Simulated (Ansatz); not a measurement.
# TiTe2: further runs on the relaxed cell

One table from this session's results is given with a row withheld; the runs are named, their logs left out.

Method: DFT r2SCAN+D3(BJ), scalar-relativistic, plane waves, PAW, in Ansatz 0.2.0.

1 further run of the same task is left out (set aside as unsound or not needed).

## Starting point

It takes space group P-3m1 (No. 164, trigonal). Conventional cell: a = 3.774 Å, b = 3.774 Å, c = 6.574 Å, α = 90.00°, β = 90.00°, γ = 120.00°. Ti (site symmetry -3m) has 6 Te at 2.76 Å as nearest neighbours. Te (site symmetry 3m) is surrounded by 3 Ti at 2.76 Å.

Structure file:

```
CELL_PARAMETERS angstrom
3.77392 0.00000 0.00000
-1.88696 3.26831 0.00000
0.00000 0.00000 6.57438
ATOMIC_POSITIONS crystal
Ti 0.00000 0.00000 0.00000
Te 0.66667 0.33333 0.25789
Te 0.33333 0.66667 0.74211
```

It is the result of an earlier relaxation at this level (volume 27.03 Å³/atom; gap on the mesh: none (metal)).

The first run:

The input, input.yaml:

```yaml
crystal:
  lattice:
    - [3.7357966648, 0.0, 0.0]
    - [-1.8678983324, 3.2352948151, 0.0]
    - [0.0, 0.0, 6.5079656903]
  atoms:
    - { symbol: Ti, position: [0.0, 0.0, 0.0] }
    - { symbol: Te, position: [0.6666666667, 0.3333333333, 0.2578923309] }
    - { symbol: Te, position: [0.3333333333, 0.6666666667, 0.7421076691] }
basis:
  ecutwfc: 500
kpoints:
  mp_grid: { grid: [15, 15, 8] }
hamiltonian:
  xc: r2scan
  dispersion: d3bj
scf:
  occupations: { method: gaussian, width: 0.1 }
output:
  forces: true
  stress: true
  eigenvalues: true
relax:
  adjacent_minimum: "off"
  f_tol: 0.01
  max_steps: 30
  cell: { stress_tol: 0.1, fix: [volume] }
```

Run with:

```bash
$ ansatz run input.yaml --threads 2 --pin off --max-ram 5120MiB --backend cpu --events-out ev --progress --plain --runs-dir out
```

Steps of the session up to this table: Point at V/V0 = 0.97; Volume × 1.03; Point at V/V0 = 0.94; The cell scaled to 1.06 of its volume; The cell scaled to 0.91 of its volume; Volume × 1.10; Point at V/V0 = 0.88.

One of the session's tables, all rows but one given; the rest of the session is left out.

| volume (Å³/atom) | energy above the lowest point (meV/atom) | pressure (GPa) |
| --- | --- | --- |
| 23.787 | 52.2 | 6.01 |
| 24.597 | 26.9 | 4.00 |
| 25.408 | ? | ? |
| 26.219 | 2.5 | 1.03 |
| 27.030 | 0.0 | 0.01 |
| 27.841 | 2.0 | -0.83 |
| 28.652 | 6.9 | -1.18 |
| 29.733 | 16.2 | -1.56 |

Q: Estimate the row for volume (Å³/atom) = 25.408 from the others.

Worked estimate for «energy above the lowest point (meV/atom)». A straight line through the neighbours (24.597, 26.9) and (26.219, 2.5) gives 26.9 + (2.5 − 26.9) × (25.408 − 24.597) / (26.219 − 24.597) = 14.7; a parabola fitted to 4 rows on both sides gives 10.9.

The run gave: energy above the lowest point (meV/atom): 11.0; pressure (GPa): 2.35. In «energy above the lowest point (meV/atom)» the line misses by +3.7 and the parabola by -0.1.

Caveats from the session: The runs treat Te without spin-orbit coupling. Warnings in the runs' records: dispersion damping borrowed.
